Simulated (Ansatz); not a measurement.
# CH₄BBrOS: up Jacob's ladder to CCSD(T)

One table from this session's results is given with a row withheld; the runs are named, their logs left out.

Computed with Ansatz 0.2.0, Gaussian basis. Level: functionals in def2-TZVPP, the program's frozen cores in correlated methods.

Plan: PBE-D4, r2SCAN-D4, PBE0-D4, B3LYP-D4, ωB97X-V, ωB97M-V, B2PLYP; CCSD(T)/def2-TZVPP; MP2/def2-QZVPP; extrapolation to the limit.

**The relaxed structure**

All runs share one geometry, relaxed beforehand with PBE0-D4 in a triple-zeta def2 set.

SMILES `COB(S)Br`, 9 atoms, charge 0, spin multiplicity 1.

Atoms are counted from 1 here; the program's logs count them from 0.

Bond lengths: C1–O2 1.415 Å, C1–H6 1.091 Å, C1–H7 1.091 Å, C1–H8 1.091 Å, O2–B3 1.336 Å, B3–S4 1.802 Å, B3–Br5 1.940 Å, S4–H9 1.345 Å. Angles: O2–C1–H6 108.2°, O2–C1–H7 108.5°, O2–C1–H8 111.6°, H6–C1–H7 109.2°, H6–C1–H8 109.8°, H7–C1–H8 109.6°, C1–O2–B3 126.8°, O2–B3–S4 121.1°, O2–B3–Br5 123.1°, S4–B3–Br5 115.8°, B3–S4–H9 95.0°.

The first run:

Contents of in.yaml:

```yaml
crystal:
  periodic: [false, false, false]
  atoms:
    - {symbol: C, position_ang: [-1.148156, -0.714759, -0.459470]}
    - {symbol: O, position_ang: [0.113805, -0.074045, -0.468786]}
    - {symbol: B, position_ang: [0.717946, 0.520909, 0.563819]}
    - {symbol: S, position_ang: [2.331925, 1.300471, 0.374515]}
    - {symbol: Br, position_ang: [-0.058930, 0.607519, 2.339625]}
    - {symbol: H, position_ang: [-1.016276, -1.731368, -0.831658]}
    - {symbol: H, position_ang: [-1.816677, -0.172079, -1.129453]}
    - {symbol: H, position_ang: [-1.576692, -0.741990, 0.543256]}
    - {symbol: H, position_ang: [2.453054, 1.005343, -0.931848]}
basis:
  gaussian: {orbitals: def2-TZVPP}
hamiltonian: {xc: pbe, dispersion: d4}
output: {forces: true, orbitals: {seedname: orbitals}}
```

The run is started by

```sh
> ansatz run in.yaml --threads 2 --pin off --events-out ev --progress --plain --max-ram 22528MiB --backend cpu
```

Steps of the session up to this table: PBE-D4 (GGA); r2SCAN-D4 (meta-GGA); PBE0-D4 (hybrid); B3LYP-D4 (hybrid); ωB97X-V (range-separated); ωB97M-V (range-separated); B2PLYP (double hybrid); CCSD(T) in def2-TZVPP; MP2 in def2-QZVPP.

One of the session's tables, all rows but one given; the rest of the session is left out.

| method | atomisation energy (eV) |
| --- | --- |
| PBE-D4 | 35.759 |
| r2SCAN-D4 | 35.168 |
| PBE0-D4 | 35.051 |
| B3LYP-D4 | 34.741 |
| ωB97X-V | 34.901 |
| ωB97M-V | 34.982 |
| B2PLYP | 34.425 |
| HF/def2-TZVPP | ? |
| MP2/def2-TZVPP | 34.800 |
| CCSD/def2-TZVPP | 33.262 |
| CCSD(T)/def2-TZVPP | 33.882 |
| MP2/CBS | 35.751 |
| CCSD(T)/CBS | 34.833 |

**Question.** Estimate the row for HF/def2-TZVPP.

As computed: atomisation energy (eV): 25.392. In the column «atomisation energy (eV)» it is the lowest.
